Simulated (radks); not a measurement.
# Fractional charge and spin in the 5s shell of antimony

An exercise on one series of results from a longer session: the logs are not shown, and one member is left open.

Program: radks (a radial shooting solver on a logarithmic mesh, Libxc functionals) version 1. Level of theory: scalar-relativistic Kohn-Sham, PBEsol, spin-polarised, spherical densities, finite nucleus. These are calculated values, not measurements, unless marked.

## What is computed

```
element            : antimony (Z = 51)
configuration      : [Kr] 4d10 5p(up 1.5, down 1.5) 5s(up 1, down 1)
nuclear rms radius : 4.6802 fm
```

A shell typed twice in an input gives spin up, then spin down.

Set-up of the first run:

Settings of this run:

```text
Z 51
configuration [Kr] 4d10 5p1.5 5p1.5 5s1 5s1
relativity scalar-relativistic
functional pbe_sol,pbe_sol
spin polarised
nucleus finite rms 4.6802 fm
c 137.035999084
```

Steps of the session up to this table: 5s: up 1, down 1.

One of the session's tables, all rows but one given; the rest of the session is left out.

It belongs to the step «5s: up 1, down 1». Radial moments (bohr):

```
level     <r>  outermost maximum (interpolated)  90 % within  nodes
   3s       ?                                 ?            ?      ?
   3p  0.3289                             0.294        0.494      1
   3d  0.3055                             0.244        0.481      0
   4s  0.7908                             0.723         1.14      3
   4p  0.8524                             0.762         1.25      2
   4d   1.031                             0.847         1.59      1
   5s   2.224                              1.89         3.29      4
   5p   2.907                              2.34         4.44      3
```

Q: Estimate the row for 3s from the others.

**Answer.** <r>: 0.3308; outermost maximum (interpolated): 0.300; 90 % within: 0.486; nodes: 2. In the column «<r>» it lies between 3p (0.3289) and 4s (0.7908).
